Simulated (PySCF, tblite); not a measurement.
# C₃H₄F₄O₂Si: geometry, infrared bands and NMR shifts

Aim: predict the infrared bands and NMR shifts of C₃H₄F₄O₂Si (`O=C(OCC(F)(F)F)[SiH2]F`).

Computed with tblite 0.8.0 and PySCF 2.14.0, with density-fitted response routines of our own, on a single molecule in the gas phase. Atoms are numbered from 0 throughout.

## 1. Starting geometry

14 atoms, charge 0, multiplicity 1; geometry from: force field or distance geometry start.

Bonds of the start (Å): O0–C1 1.21, C1–O2 1.37, O2–C3 1.45, C3–C4 1.51, C4–F5 1.36, C4–F6 1.35, C4–F7 1.35, C1–Si8 1.91, Si8–F9 1.61, C3–H10 1.11, C3–H11 1.09, Si8–H12 1.48, Si8–H13 1.49.

## 2. Optimising the geometry with GFN2-xTB

What the job is given:

```
{"job": {"kind": "relax", "xc": "GFN2-xTB", "basis": "xTB"}, "charge": 0, "multiplicity": 1}
O      0.291200     1.653100    -0.330300
C      0.808300     0.601500    -0.027800
O      0.185800    -0.426800     0.634300
C     -1.223300    -0.187800     0.902500
C     -2.124700    -0.596800    -0.241100
F     -1.846400     0.077300    -1.385400
F     -3.420900    -0.359700     0.051200
F     -1.998300    -1.911500    -0.514400
Si     2.648800     0.351000    -0.468300
F      3.419000    -0.307400     0.778200
H     -1.471600    -0.810500     1.782600
H     -1.400800     0.843600     1.204400
H      2.795900    -0.559000    -1.626200
H      3.336300     1.632700    -0.806800
```

On the command line:

```sh
$ OMP_NUM_THREADS=1 python probes_run.py task.json out
```

One launch serves the whole session: the jobs run in the order shown.

**Question.** This job is followed by: GFN2-xTB harmonic vibrations, gas phase; GIAO PBE0/pcSseg-1 NMR shielding, non-relativistic, gas phase. What will the session give for the following? strongest single infrared mode (GFN2-xTB); zero-point energy (GFN2-xTB); ¹³C shifts against TMS (PBE0/pcSseg-1); ¹H shifts against TMS (PBE0/pcSseg-1, means over atoms taken as alike); ¹⁷O shifts against H2O (PBE0/pcSseg-1); ¹⁹F shifts against CFCl3 (PBE0/pcSseg-1, means over atoms taken as alike); ²⁹Si shifts against TMS (PBE0/pcSseg-1).

The runs gave:

| quantity | value |
| --- | --- |
| strongest single infrared mode (GFN2-xTB) | 1082 cm⁻¹, 409 km/mol |
| zero-point energy (GFN2-xTB) | 45.6 kcal/mol |
| ¹³C shifts against TMS (PBE0/pcSseg-1) | 182.7, 131.8, 60.1 ppm |
| ¹H shifts against TMS (PBE0/pcSseg-1, means over atoms taken as alike) | 5.21, 5.03 ppm |
| ¹⁷O shifts against H2O (PBE0/pcSseg-1) | 501.0, 218.4 ppm |
| ¹⁹F shifts against CFCl3 (PBE0/pcSseg-1, means over atoms taken as alike) | -89.2, -229.9 ppm |
| ²⁹Si shifts against TMS (PBE0/pcSseg-1) | -16.6 ppm |

In words: Over 63 steps the energy fell by 0.244 eV; of the close pairs, Si8–H13 changed most, 1.493 to 1.450 Å. No mode is imaginary among the 36: a minimum at this level. GFN2-xTB is a fitted tight-binding method: band positions and strengths are rough. Its intensities can rank the bands wrongly. At PBE0/pcSseg-1: Shielding is most anisotropic at O0 (span 821 ppm, paramagnetic term -567 ppm).
